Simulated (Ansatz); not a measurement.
# Hf: the cost of one run

Computed with Ansatz 0.2.0 (DFT PBE, scalar-relativistic, plane waves, PAW, unless a step's input says otherwise).

## 1. The starting structure

The structure is hexagonal, space group P6_3/mmc (No. 194). The conventional cell has a = 3.197 Å, b = 3.197 Å, c = 5.058 Å, α = 90.00°, β = 90.00°, γ = 120.00°. Hf (site symmetry -6m2) is surrounded by 12 Hf at 3.13 to 3.20 Å.

Structure file:

```cif
data_structure
_symmetry_space_group_name_H-M 'P 1'
_symmetry_Int_Tables_number 1
_cell_length_a 3.1967
_cell_length_b 3.1967
_cell_length_c 5.0578
_cell_angle_alpha 90.000
_cell_angle_beta 90.000
_cell_angle_gamma 120.000
_cell_volume 44.76
loop_
_atom_site_label
_atom_site_type_symbol
_atom_site_fract_x
_atom_site_fract_y
_atom_site_fract_z
_atom_site_occupancy
Hf1 Hf 0.33333 0.66667 0.25000 1
Hf2 Hf 0.66667 0.33333 0.75000 1
```

No relaxation comes first: the listed cell is the starting point.

## 2. Zero of energy

The reference gives a free energy of -31442.7323 eV, pressure 0.76 GPa, largest force 0.000 eV/Å and gap on the mesh none (metal). It was computed beforehand with the settings of the runs below.

## 3. Setting up a two-dimensional strain map

The cell is strained by p along both x and y and by q along z, with fractional coordinates fixed.

## 4. At p = -0.030, q = -0.030

The input, input.yaml:

```yaml
crystal:
  lattice:
    - [3.1007975685, 0.0, 0.0]
    - [-1.5503987842, 2.6853694663, 0.0]
    - [0.0, 0.0, 4.906066]
  atoms:
    - { symbol: Hf, position: [0.3333333333, 0.6666666667, 0.25] }
    - { symbol: Hf, position: [0.6666666667, 0.3333333333, 0.75] }
basis:
  ecutwfc: 420
kpoints:
  mp_grid: { grid: [18, 18, 10] }
hamiltonian:
  xc: pbe
scf:
  occupations: { method: gaussian, width: 0.15 }
output:
  forces: true
  stress: true
  eigenvalues: true
```

On the command line:

```
ansatz run input.yaml --threads 1 --pin off --max-ram 2560MiB --backend cpu --events-out ev --progress --plain --runs-dir out
```

Q: Estimate wall time and peak memory on 1 thread of Arm Neoverse V1, shared host.

About 14 s, with a peak of 0.47 GiB.
